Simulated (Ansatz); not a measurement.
**CH5AlBCl: a ladder of functionals and wavefunction methods**

How much do the methods differ for CH5AlBCl? The plan is to run it at one geometry with functionals of several rungs and with coupled cluster. The yardstick is the atomisation energy at the CCSD(T) limit.

Method: functionals in def2-TZVPP, the program's frozen cores in correlated methods; program: Ansatz 0.2.0, Gaussian basis.

Plan: LDA (SPW92), PBE-D4, revPBE-D4, BLYP-D4, r2SCAN-D4, B97M-V, PBE0-D4, B3LYP-D4, r2SCANh-D4, r2SCAN0-D4, HSE06-D4, BHLYP-D4, CAM-B3LYP-D4, LC-ωPBE, ωB97X-V, ωB97M-V, B2PLYP, PBE-QIDH; CCSD(T)/def2-SVP; CCSD(T)/def2-TZVPP; MP2/def2-QZVPP; extrapolation to the limit; RPA on PBE.

## (1) The geometry

An earlier PBE0-D4 in a triple-zeta def2 set relaxation fixed the geometry.

SMILES `[AlH2][BH]CCl`, 9 atoms, charge 0, spin multiplicity 1.

Atoms are counted from 1 here; the program's logs count them from 0.

Bond lengths: Al1–B2 2.119 Å, Al1–H5 1.595 Å, Al1–H6 1.597 Å, B2–C3 1.566 Å, B2–H7 1.201 Å, C3–Cl4 1.824 Å, C3–H8 1.087 Å, C3–H9 1.086 Å. Angles: B2–Al1–H5 123.2°, B2–Al1–H6 120.2°, H5–Al1–H6 116.6°, Al1–B2–C3 126.0°, Al1–B2–H7 120.0°, C3–B2–H7 113.9°, B2–C3–Cl4 79.7°, B2–C3–H8 120.4°, B2–C3–H9 122.0°, Cl4–C3–H8 107.5°, Cl4–C3–H9 107.1°, H8–C3–H9 112.2°.

## (2) LDA

This LDA is Slater exchange with PW92 correlation.

The input, in.yaml:

```yaml
crystal:
  periodic: [false, false, false]
  atoms:
    - {symbol: Al, position_ang: [-0.578628, 1.700319, -0.363978]}
    - {symbol: B, position_ang: [-0.312112, -0.213431, 0.505338]}
    - {symbol: C, position_ang: [0.887811, -1.185568, 0.243605]}
    - {symbol: Cl, position_ang: [-0.303071, -1.795692, -0.995780]}
    - {symbol: H, position_ang: [-1.140598, 1.919185, -1.840053]}
    - {symbol: H, position_ang: [-0.240750, 3.017121, 0.474519]}
    - {symbol: H, position_ang: [-1.093518, -0.614882, 1.324531]}
    - {symbol: H, position_ang: [1.093009, -2.002468, 0.931004]}
    - {symbol: H, position_ang: [1.776357, -0.870884, -0.296287]}
basis:
  gaussian: {orbitals: def2-TZVPP}
hamiltonian: {xc: lda}
output: {orbitals: {seedname: orbitals}}
```

Launch:

```bash
ansatz run in.yaml --threads 2 --pin off --events-out ev --progress --plain --max-ram 4352MiB
```

After this run come: PBE-D4 (GGA); revPBE-D4 (GGA); BLYP-D4 (GGA); r2SCAN-D4 (meta-GGA); B97M-V (meta-GGA); PBE0-D4 (hybrid); B3LYP-D4 (hybrid); r2SCANh-D4 (hybrid); r2SCAN0-D4 (hybrid); HSE06-D4 (hybrid); BHLYP-D4 (hybrid); CAM-B3LYP-D4 (range-separated); LC-ωPBE (range-separated); ωB97X-V (range-separated); ωB97M-V (range-separated); B2PLYP (double hybrid); PBE-QIDH (double hybrid); CCSD(T) in def2-SVP; CCSD(T) in def2-TZVPP; MP2 in def2-QZVPP; RPA on PBE orbitals.

Q: Predict the results of all the runs planned. Wanted: atomisation energy, CCSD(T)/CBS; farthest beyond LDA; mean size of error, GGA; mean size of error, meta-GGA; mean size of error, hybrid; mean size of error, range-separated; mean size of error, double hybrid; gap, smallest and largest; T1 diagnostic.

As calculated:

| quantity | value |
| --- | --- |
| atomisation energy, CCSD(T)/CBS | 28.584 eV |
| functionals within 0.143 eV (0.5 %) | revPBE-D4, B3LYP-D4, r2SCAN0-D4, CAM-B3LYP-D4, LC-ωPBE, PBE-QIDH |
| farthest beyond LDA | BHLYP-D4 (-0.509 eV) |
| mean size of error, GGA | 0.258 eV |
| mean size of error, meta-GGA | 0.407 eV |
| mean size of error, hybrid | 0.185 eV |
| mean size of error, range-separated | 0.135 eV |
| mean size of error, double hybrid | 0.162 eV |
| gap, smallest and largest | 3.50 eV (LDA (SPW92)), 10.32 eV (LC-ωPBE) |
| T1 diagnostic | 0.0117 |
| triples share of the correlation energy | 4.0 % |

LDA overbinds by 3.846 eV (13 %). PBE-D4 misses by +0.461 eV. Double hybrids carry the basis error of their MP2 part in triple zeta, and no dispersion term here, so their miss is partly the set-up's. Taken by rung, range-separated functionals do best (0.135 eV on average) and meta-GGA ones worst beyond LDA (0.407 eV). The gap between the best rungs is small, so their order is not settled. Misses under about 0.143 eV are within the doubt on the reference itself, which lacks core-valence correlation, relativity and higher excitations. Hartree-Fock recovers 76 % of the binding; the rest is correlation. CCSD(T) in def2-SVP is off by -1.402 eV, worse than the median functional, from the basis alone. The gap grows from 3.5 to 10.3 eV across the functionals, mostly with the share of exact exchange.
